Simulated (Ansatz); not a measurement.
NbTe:

```
CELL_PARAMETERS angstrom
3.70297 0.00000 0.00000
-1.85149 3.20687 0.00000
0.00000 0.00000 3.69421
ATOMIC_POSITIONS crystal
Te 0.66667 0.33333 0.00000
Nb 0.00000 0.00000 0.50000
```

The cell comes from a database or a generator and needn't be the stable form of this composition.

- Program: Ansatz 0.2.0
- Task: relaxation of cell and atoms
- Functional: HSE03
- Potentials or basis: Ansatz PAW
- Cutoff: 420 eV (not typed: the program's choice for these potentials)
- k mesh: 4 × 4 × 4
- Occupations: fermi-dirac, width 0.05 eV
- Spin: no spin polarisation

At the start: volume 21.93 Å³/atom.

**Question.** How do energy, volume and symmetry change on relaxing?

**Answer.** It ends after 5 steps and the volume is 21.23 Å³/atom (-3.2 %); space group P-6m2 (No. 187, to 0.05 Å).

Step by step:
| step | energy change (eV) | largest force (eV/Å) | volume (Å³) |
| --- | --- | --- | --- |
| 1 | 0.0000 | 0.0000 | 43.87 |
| 2 | -0.0253 | 0.0000 | 42.67 |
| 3 | -0.0256 | 0.0000 | 42.35 |
| 4 | -0.0258 | 0.0000 | 42.45 |
| 5 | -0.0255 | 0.0000 | 42.45 |

Final structure:
```
Te Nb
1.0
     3.68173    0.00000    0.00000
    -1.84086    3.18847    0.00000
     0.00000    0.00000    3.61620
Te Nb
1 1
Direct
  0.66667 0.33333 0.00000
  0.00000 0.00000 0.50000
```

Caveat: the k mesh is coarse (spacing up to 0.49 Å⁻¹), so the values aren't converged, least of all with exact exchange; the plane-wave basis is chosen anew once the cell has moved, so the energies of steps on either side of that aren't comparable; the PAW data sets come from PBE, with cores solved anew for the run's functional, which leaves a small shift of forces and pressure.
